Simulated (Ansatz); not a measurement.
# Cr (Cr, simple cubic): the cost of one run

Method: DFT BLYP, plane waves (420 eV) with PAW, scalar-relativistic; the PAW data stem from PBE, with regenerated cores, in Ansatz 0.2.0.

## 1. The structure to begin with

Symmetry: Pm-3m, No. 221, cubic system. Conventional cell: a = 2.348 Å, b = 2.348 Å, c = 2.348 Å, α = 90.00°, β = 90.00°, γ = 90.00°. Around Cr (site symmetry m-3m) lie 6 Cr at 2.35 Å.

Structure file:

```
Cr
1.0
     0.00000    2.34843    2.34843
     2.34843    0.00000    2.34843
     2.34843    2.34843    0.00000
Cr
2
Direct
  0.00000 0.00000 0.00000
  0.50000 0.50000 0.50000
```

Starting moments (μB): +1.5, -1.5.

## 2. Relaxing cell and atoms

input.yaml

```yaml
crystal:
  lattice:
    - [0.0, 2.3484326893, 2.3484326893]
    - [2.3484326893, 0.0, 2.3484326893]
    - [2.3484326893, 2.3484326893, 0.0]
  atoms:
    - { symbol: Cr, position: [0.0, 0.0, 0.0], spin: 1.5 }
    - { symbol: Cr, position: [0.5, 0.5, 0.5], spin: -1.5 }
hamiltonian:
  xc: blyp
  pseudopotentials:
    kind: paw
    azcp:
      Cr: "pseudopotentials/Cr.paw.azcp"
basis:
  ecutwfc: 420
  fft_grid_basis: typed
kpoints:
  mp_grid: { grid: [12, 12, 12], shift: [0, 0, 0] }
magnetization:
  spin_polarized: true
scf:
  occupations: { method: fermi_dirac, width: 0.05 }
relax:
  max_steps: 60
  f_tol: 0.01
  cell: {}
```

**Question.** How long does this run take on 2 threads of Arm Neoverse V1, shared host, and how much memory does it need?

About 13 s, with a peak of 0.36 GiB.
